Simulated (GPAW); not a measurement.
Crystal: ZnBi3.

```
CELL_PARAMETERS angstrom
4.87316 0.00000 0.00000
0.00000 4.87316 0.00000
0.00000 0.00000 4.87316
ATOMIC_POSITIONS crystal
Bi 0.50000 0.50000 0.00000
Bi 0.50000 0.00000 0.50000
Bi 0.00000 0.50000 0.50000
Zn 0.00000 0.00000 0.00000
```

The cell comes from a database or a generator and needn't be the stable form of this composition.

| Property | Result |
| --- | --- |
| Program | GPAW 26.7.0 |
| Task | single point |
| Functional | PBE |
| Potentials or basis | GPAW PAW data sets (gpaw-data 1.2.1) |
| Cutoff | 600 eV |
| Basis | pw |
| k mesh | 6 × 6 × 6 |
| Occupations | fermi-dirac, width 0.05 eV |
| Spin | no spin polarisation |

On this cell: pressure -0.2 GPa; largest force zero by symmetry; band gap on the k mesh none (metal or under the smearing width).

The same run follows on a disturbed copy (atoms moved at random, drawn with an rms of 0.05 Å):

```xyz
4
Lattice="4.8732 0.0000 0.0000 0.0000 4.8732 0.0000 0.0000 0.0000 4.8732" Properties=species:S:1:pos:R:3 pbc="T T T"
Bi    2.4428    2.4533    0.0378
Bi    2.4472   -0.0484    2.4582
Bi   -0.0449    2.4520    2.4345
Zn   -0.0043    0.0063   -0.0150
```

**Question.** What does the disturbed cell give?

**Answer.** The energy (extrapolated to zero smearing) moves by +2.5 meV/atom; pressure -0.1 GPa; largest force 0.184 eV/Å; band gap on the k mesh none (metal or under the smearing width).

Forces in eV/Å, atoms in the order of the input:
```
Bi  -0.083 -0.095 -0.057
Bi  -0.081  0.160  0.040
Bi   0.136 -0.097  0.021
Zn   0.028  0.032 -0.003
```

Caveats: spin-orbit coupling is left out, which moves the levels of the heavy elements.
